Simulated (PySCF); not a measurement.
**Ni⁺: dipole response in aug-cc-pVTZ-DK**

How polarisable is Ni⁺ at the levels listed below?

Method: unrestricted determinants in a Gaussian basis, no spin-orbit coupling in the energies. Code: PySCF 2.14.0.

### Step 1. What is computed

* Element: nickel (Z = 28)
* Basis: aug-cc-pVTZ-DK
* Hamiltonian: scalar relativity by spin-free X2C-1e
* State 1: Ni⁺: [Ar] 3d9, 2D determinant
* Methods: BP86, r2SCAN0

The outer shells:

Ni+ [Ar] 3d9
```
[Ar] core
3d [↑↓][↑↓][↑↓][↑↓][↑ ]
```

One driver process ran all states and methods and kept the integrals in memory. Each run is shown as a PySCF script that sums up its settings (the driver passes frozen orbitals as a list and adds second-order terms of double hybrids); the logs are those of the runs themselves. The driver starts from symmetry-adapted Hartree-Fock orbitals, holds the occupation by maximum overlap and uses a logarithmic radial grid for functionals, so a plain start would take other cycles.

The integrals over 93 functions and the set-up took 1.6 s of CPU time.

### Step 2. Ni⁺: the ladder of methods

#### BP86

File input.py:

```python
from pyscf import gto, scf, dft, mp, cc
import basis_set_exchange as bse
mol = gto.M(atom="Ni 0 0 0", charge=1, spin=1, symmetry="D2h",
            basis=gto.basis.parse(bse.get_basis("aug-cc-pVTZ-DK", elements=["Ni"], fmt="nwchem")),
            nucmod="G")
mf = dft.UKS(mol, xc="B88,P86").sfx2c1e()
mf.irrep_nelec = {'Ag': (5, 4), 'B1g': (1, 1), 'B2g': (1, 1), 'B3g': (1, 1), 'B1u': (2, 2), 'B2u': (2, 2), 'B3u': (2, 2)}
mf.kernel()
```

The log of the run:

```text
damping factor = 0
level_shift factor = 0
DIIS = <class 'pyscf.scf.diis.CDIIS'>
diis_start_cycle = 1
diis_space = 10
diis_damp = 0
SCF conv_tol = 1e-09
SCF conv_tol_grad = None
number electrons alpha = 14  beta = 13
XC functionals = B88,P86
    A. D. Becke.,  Phys. Rev. A 38, 3098 (1988)
    J. P. Perdew.,  Phys. Rev. B 33, 8822 (1986)
cycle= 1 E= -1520.46117062266  delta_E= 0.0472  |g|= 0.568  |ddm|= 1.16
cycle= 2 E= -1520.14639974421  delta_E= 0.315  |g|= 1.61  |ddm|= 1.09
cycle= 3 E= -1520.51773704577  delta_E= -0.371  |g|= 0.274  |ddm|= 0.601
cycle= 4 E= -1520.53188285806  delta_E= -0.0141  |g|= 0.0281  |ddm|= 0.138
cycle= 5 E= -1520.53228311131  delta_E= -0.0004  |g|= 0.00969  |ddm|= 0.0904
cycle= 6 E= -1520.53252191563  delta_E= -0.000239  |g|= 0.00618  |ddm|= 0.0754
cycle= 7 E= -1520.53282290078  delta_E= -0.000301  |g|= 0.0123  |ddm|= 0.114
cycle= 8 E= -1520.5329627416  delta_E= -0.00014  |g|= 0.00981  |ddm|= 0.0588
cycle= 9 E= -1520.53306053538  delta_E= -9.78e-05  |g|= 0.00599  |ddm|= 0.0799
cycle= 10 E= -1520.53304243833  delta_E= 1.81e-05  |g|= 0.00644  |ddm|= 0.0416
cycle= 11 E= -1520.53306741988  delta_E= -2.5e-05  |g|= 0.00055  |ddm|= 0.0351
cycle= 12 E= -1520.53306746739  delta_E= -4.75e-08  |g|= 0.000208  |ddm|= 0.000655
cycle= 13 E= -1520.53306747638  delta_E= -8.99e-09  |g|= 6.12e-06  |ddm|= 0.000387
cycle= 14 E= -1520.53306747644  delta_E= -5.73e-11  |g|= 7.25e-07  |ddm|= 5.46e-05
converged SCF energy = -1520.53306747644  <S^2> = 0.85637667  2S+1 = 2.1036888
```

It used 25 s of CPU time after the integrals (shared host).

The occupied shells:

```
shell  electrons  mean orbital energy (eV)  spread (eV)  rms radius (bohr)
 1s α          1                   -8211.8            0             0.0624
 1s β          1                   -8211.8            0             0.0624
 2s α          1                   -984.96            0              0.266
 2s β          1                   -984.42            0              0.266
 2p α          3                   -848.00        0.904              0.238
 2p β          3                   -847.59        0.485              0.238
 3s α          1                   -115.18            0              0.800
 3s β          1                   -114.03            0              0.800
 3p α          3                   -75.684        1.722              0.854
 3p β          3                   -74.562        0.739              0.854
 3d α          5                   -13.802        1.974               1.27
 3d β          4                   -12.913        1.147               1.27
```

⟨S²⟩ = 0.856, ⟨L²⟩ = 6.34.

The driver then solved the coupled dipole response at imaginary frequencies: mean α = 9.222 bohr³ (xx, yy, zz: 8.416, 8.416, 10.84), C₆ = 30.51 au for a like pair.

⟨S²⟩ = 0.86 against 0.75 shows spin contamination.

#### r2SCAN0

Changes to input.py:

```diff
@@ -5,3 +5,3 @@
             nucmod="G")
-mf = dft.UKS(mol, xc="B88,P86").sfx2c1e()
+mf = dft.UKS(mol, xc="HYB_MGGA_XC_R2SCAN0").sfx2c1e()
 mf.irrep_nelec = {'Ag': (5, 4), 'B1g': (1, 1), 'B2g': (1, 1), 'B3g': (1, 1), 'B1u': (2, 2), 'B2u': (2, 2), 'B3u': (2, 2)}
```

The log of the run:

```text
damping factor = 0
level_shift factor = 0
DIIS = <class 'pyscf.scf.diis.CDIIS'>
diis_start_cycle = 1
diis_space = 10
diis_damp = 0
SCF conv_tol = 1e-09
SCF conv_tol_grad = None
number electrons alpha = 14  beta = 13
XC functionals = HYB_MGGA_XC_R2SCAN0
    M. Bursch, H. Neugebauer, S. Ehlert, and S. Grimme.,  J. Chem. Phys. 156, 134105 (2022)
cycle= 1 E= -1520.19312906833  delta_E= -0.00677  |g|= 0.112  |ddm|= 0.378
cycle= 2 E= -1520.18674990742  delta_E= 0.00638  |g|= 0.243  |ddm|= 0.141
cycle= 3 E= -1520.1953283443  delta_E= -0.00858  |g|= 0.0138  |ddm|= 0.0984
cycle= 4 E= -1520.19537118201  delta_E= -4.28e-05  |g|= 0.00159  |ddm|= 0.01
cycle= 5 E= -1520.19538082541  delta_E= -9.64e-06  |g|= 0.00111  |ddm|= 0.0081
cycle= 6 E= -1520.19539742292  delta_E= -1.66e-05  |g|= 0.000837  |ddm|= 0.0185
cycle= 7 E= -1520.19541153034  delta_E= -1.41e-05  |g|= 0.000435  |ddm|= 0.0295
cycle= 8 E= -1520.19541313934  delta_E= -1.61e-06  |g|= 0.00013  |ddm|= 0.0101
cycle= 9 E= -1520.19541334448  delta_E= -2.05e-07  |g|= 7.56e-05  |ddm|= 0.00433
cycle= 10 E= -1520.19541334663  delta_E= -2.15e-09  |g|= 1.2e-05  |ddm|= 0.000158
cycle= 11 E= -1520.19541334683  delta_E= -2.01e-10  |g|= 1.25e-06  |ddm|= 9.87e-05
converged SCF energy = -1520.19541334683  <S^2> = 0.76106787  2S+1 = 2.0110374
```

CPU time 1.7 min on a shared host, the integrals not counted.

The driver then solved the coupled dipole response at imaginary frequencies: mean α = 7.303 bohr³ (xx, yy, zz: 6.775, 6.775, 8.361), C₆ = 23.80 au for a like pair.

Radial density 4πr²ρ of Ni⁺ at r2SCAN0:

```
r (bohr)   density  spin density
0.000960     0.257         0.000
 0.00161     0.644         0.000
 0.00271      1.58         0.000
 0.00457      3.74         0.000
 0.00768      8.32         0.000
  0.0129      16.6         0.000
  0.0217      27.7         0.000
  0.0365      34.0         0.000
  0.0615      29.0         0.002
   0.103      28.9         0.013
   0.174      38.4         0.083
   0.293      22.3         0.385
   0.492      18.1         0.923
   0.828      17.2         0.903
    1.39      4.81         0.347
    2.34     0.730         0.046
    3.94    0.0442         0.000
    6.63  0.000293         0.000
```

### Step 3. Polarisabilities and C₆

Ni⁺, in atomic units:

```
 method  mean α  C₆ (like pair)  S(−4)
   BP86   9.222           30.51  97.99
r2SCAN0   7.303           23.80  54.40
```

α(iu) at r2SCAN0:

```
u (hartree)  α(iu) (bohr³)
          0          7.303
     0.0500          7.171
      0.100          6.818
      0.200          5.829
      0.300          4.909
      0.500          3.695
      0.750          2.865
       1.00          2.344
       1.50          1.671
       2.00          1.249
       3.00         0.7753
       5.00         0.3884
```

### Step 4. Results

| quantity | value |
| --- | --- |
| α of Ni⁺ | 7.303 (r2SCAN0) to 9.222 (BP86) bohr³ |

In words: A single London oscillator with the computed α and C₆ of Ni⁺ at BP86 would have ω = 4 C₆ / (3 α²) = 0.478 hartree. All values hold for this basis alone; no basis-set limit was taken.
